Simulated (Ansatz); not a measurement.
# AlNi3 (Fm-3m): fixed-spin-moment curve from a Python script

A script is to give a fixed-spin-moment curve; the system is AlNi3 (Fm-3m).

Program: the Python package of Ansatz 0.2.0. Level of theory: DFT r2SCAN, plane waves, PAW. These are calculated values, not measurements.

## Step 1: Starting point

The structure is cubic, space group Fm-3m (No. 225). The conventional cell has a = 5.604 Å, b = 5.604 Å, c = 5.604 Å, α = 90.00°, β = 90.00°, γ = 90.00°. Al (site symmetry m-3m) is surrounded by 8 Ni at 2.43 Å. Around Ni (site symmetry -43m) lie 4 Al at 2.43 Å and 4 Ni at 2.43 Å. Ni (site symmetry m-3m) is surrounded by 8 Ni at 2.43 Å.

The script holds or builds the structure itself.

## Step 2: Script

alni3_fsm.py reads:

```python
import warnings

import ansatz
from tabulate import tabulate

warnings.simplefilter("ignore", ansatz.DeckWarning)

lattice = ansatz.Lattice.of(
    [0.0, 2.80189, 2.80189],
    [2.80189, 0.0, 2.80189],
    [2.80189, 2.80189, 0.0],
)
sites = [
    ("Al", [0.5, 0.5, 0.5]),
    ("Ni", [0.25, 0.25, 0.25]),
    ("Ni", [0.0, 0.0, 0.0]),
    ("Ni", [0.75, 0.75, 0.75]),
]
system = ansatz.Crystal(lattice=lattice)
for symbol, position in sites:
    system = system.atom(symbol, position)

setup = system.calculation()
setup = setup.occupations("Fermi-Dirac", width=0.1).functional("r2SCAN")
setup = setup.kpoints(8, center="gamma")
rows = []
for total in [0.0, 1.1, 2.2, 3.2, 4.3, 5.4]:
    report = setup.spin("collinear", total=total, lock="hard").run(threads=1, pin="off").report
    up, down = report["spin_fermi_energies_ev"]
    rows.append((total, report["free_energy_ev"], up - down, report["absolute_magnetization_mub"]))
reference = rows[0][1]
rows = [(m, 1000 * (e - reference), split, size) for m, e, split, size in rows]
print(tabulate(rows, headers=["total muB", "F - F(0) meV", "EF up - down eV", "absolute muB"], floatfmt=".4f", tablefmt="pipe"))
best = min(rows, key=lambda row: row[1])
print(f"lowest at {best[0]} muB per cell, {best[1]:.1f} meV against the first point")
```

## Step 3: The run

Run with:

```sh
$ python alni3_fsm.py
```

**Question.** At which total moment is the energy lowest, and how steeply does it rise?

**Answer**, as computed:

| quantity | value |
| --- | --- |
| runs compared | 6 |
| range of energy | 1074.89 meV/atom |
| lowest point, total moment held (μB) | 0.0 |

In words: The lowest point lies at 0 μB a cell, the first of the scan; at 5.4 μB the energy is 4300 meV above the lowest. Notes:
- For a metal this k-point mesh is coarse: on a finer one energies can move by several to tens of meV an atom and pressures by half a GPa or more, differences at one mesh by less.
- r2SCAN tends to overestimate the moments of itinerant magnets.
- The structure comes from a database of computed cells and needn't be a stable or known phase.
- Only points where the Fermi levels of the two spins meet (minima, maxima and zero moment) are free solutions; a shallow minimum can lie between the points.
- The script silences the warnings on its input, which a real study should read.
